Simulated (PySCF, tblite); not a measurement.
**ClH₇O₃Si₃, a small molecule taken as a stand-in for a surface group (vicinal silanol): NMR shifts, core binding energies and electronic excitations**

Wanted: the NMR shifts, core binding energies and electronic excitations for `O[SiH2]O[SiH2]O[SiH2]Cl`.

Programs: tblite 0.8.0 and PySCF 2.14.0. All values are calculated, for the isolated system unless a continuum is named. Atoms count from 0, parts from 1.

## (1) Starting point

14 atoms, charge 0, multiplicity 1; geometry: distance geometry start.

## (2) Relaxing the cluster with GFN2-xTB

What the job is given:

```
{"job": {"kind": "relax", "xc": "GFN2-xTB", "basis": "xTB"}, "charge": 0, "multiplicity": 1}
O     -2.901567     1.987571    -1.522501
Si    -2.569687     0.928931    -0.270647
O     -1.007954     0.501035    -0.326750
Si     0.031273    -0.465374     0.516081
O      1.547576    -0.368903    -0.126573
Si     3.035773    -1.015473     0.163619
Cl     3.815902    -0.102682     1.807481
H     -2.112966     2.312121    -1.964630
H     -2.906756     1.591606     1.008531
H     -3.425938    -0.261103    -0.430133
H     -0.422721    -1.872453     0.417722
H      0.037325    -0.035386     1.949633
H      2.914664    -2.474576     0.449021
H      3.953792    -0.744900    -0.979345
```

Level: GFN2-xTB geometry optimisation, gas phase.

Launch:

```sh
$ OMP_NUM_THREADS=1 python cluster_run.py task.json out
```

One launch serves the whole session: the jobs run in the order shown.

**Question.** The jobs that follow are: PBE0-D3(BJ)/def2-SVP geometry optimisation, gas phase; GIAO PBE0/pcSseg-1 NMR shielding, non-relativistic, gas phase; delta-SCF UKS SCAN, pcX-2 on the ionised atom, pcseg-1 elsewhere, spin-free X2C; TDDFT CAM-B3LYP/def2-SVPD, vertical, gas phase, core orbitals frozen in the response. Predict: point group; rotational constants (main isotopes); 1H shifts against TMS (PBE0/pcSseg-1); 17O shifts against H2O (PBE0/pcSseg-1); 29Si shifts against TMS (PBE0/pcSseg-1); 35Cl shifts against HCl (PBE0/pcSseg-1); potential on the surface of density 0.002 e/bohr³, 1st and 99th percentile; O1s binding energies, SCAN/pcX-2; Si2p binding energies, SCAN/pcX-2 (standing for 2 of 3 atoms); lowest singlet (CAM-B3LYP/def2-SVPD); brightest single state of those computed; lowest triplet; vertical ionisation energy (ΔSCF).

**Answer**, as computed:

| quantity | value |
| --- | --- |
| point group | C1 |
| rotational constants (main isotopes) | 1.47, 0.96, 0.68 GHz |
| 1H shifts against TMS (PBE0/pcSseg-1) | 5.64, 5.45, 5.12, 5.06, 5.00, 4.86, 3.41 ppm |
| 17O shifts against H2O (PBE0/pcSseg-1) | 98.8, 86.9, 74.3 ppm |
| 29Si shifts against TMS (PBE0/pcSseg-1) | -20.1, -31.6, -40.6 ppm |
| 35Cl shifts against HCl (PBE0/pcSseg-1) | 62 ppm |
| potential on the surface of density 0.002 e/bohr³, 1st and 99th percentile | -1.25 V and 1.51 V |
| O1s binding energies, SCAN/pcX-2 | O0 538.53, O4 538.41, O2 538.10 eV |
| Si2p binding energies, SCAN/pcX-2 (standing for 2 of 3 atoms) | Si3 108.47, Si1 108.28 eV |
| lowest singlet (CAM-B3LYP/def2-SVPD) | 7.77 eV (160 nm), f = 0.012 |
| brightest single state of those computed | state 6, 8.40 eV, f = 0.052 |
| lowest triplet | 7.36 eV |
| vertical ionisation energy (ΔSCF) | 10.78 eV |

What this shows: The start of the PBE0/def2-SVP relaxation was shaken at random by about 0.01 Å, so part of the energy gained, and of the first lengths quoted, undoes that. Relaxing lowered the energy by 0.374 eV in 24 steps; the close pair that moved most is Si5–Cl6, from 2.010 to 2.089 Å (PBE0/def2-SVP). No frequency check was run at this level, so the end point may be a saddle. At PBE0/pcSseg-1: The largest span, 285 ppm, is at Cl6, where the paramagnetic term is -270 ppm. At SCAN/pcX-2: The O1s levels kept as sound span 0.43 eV, from O2 (oxygen bonded to 2 Si) up to O0 (oxygen bonded to Si, H). At SCAN/pcX-2: Si3 (silicon bonded to 2 O, 2 H) binds its Si2p electron 0.20 eV more tightly than Si1 (silicon bonded to 2 O, 2 H). Only 2 of the 3 Si atoms are covered by sound results. The first singlet state (HOMO→LUMO+1 0.32, HOMO−1→LUMO+1 0.23) lies at 7.77 eV and is weak; of the 6 states computed, the strongest absorption comes from state 6 at 8.40 eV (the last computed, so partners may be missing). The lowest triplet lies 0.41 eV below the lowest singlet (triplets in Tamm-Dancoff, singlets in full TDDFT). ΔSCF puts the ionisation energy at 10.78 eV, 0.77 eV above −ε(HOMO). A capped cluster stands for the solid here, so long-range fields and strain are missing, and bands or shifts of the capping hydrogens have no counterpart in it.
